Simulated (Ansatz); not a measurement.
# CoF: the cost of one run

Program: Ansatz 0.2.0, Gaussian basis. Level of theory: def2-QZVPP, core rule «outside noble gas», up to 10 orbitals frozen. These are calculated values, not measurements.

The runs, in order: UHF; ROHF; CCSD(T) on UHF.

2 further runs of the same task are left out: 2 set aside as unsound or not needed.

**1. The geometry**

The geometry is a PBE0/def2-TZVP stationary point (not a proven minimum) of the parent state, kept for this charge and spin.

2 atoms, charge 1, spin multiplicity 4.

Atoms are counted from 1 here; the program's logs count them from 0.

Bond lengths: Co1–F2 1.746 Å.

**2. UHF**

Contents of in.yaml:

```yaml
crystal:
  periodic: [false, false, false]
  atoms:
    - {symbol: Co, position_ang: [0.000000, 0.000000, 0.000000]}
    - {symbol: F, position_ang: [0.000000, 0.000000, 1.746400]}
basis:
  gaussian: {orbitals: "def2-QZVPP.json"}
total_charge: 1
magnetization: {spin_polarized: true, initial_magnetization: 3}
hamiltonian: {xc: hf}
output: {orbitals: {seedname: orbitals}}
```

Launch:

```sh
ansatz run in.yaml --threads 1 --pin off --events-out ev --progress --plain --max-ram 4096MiB --backend cpu
```

What time and memory should one allow on 1 thread of AMD EPYC 7R13, shared host?

About 32 s, with a peak of 0.46 GiB.
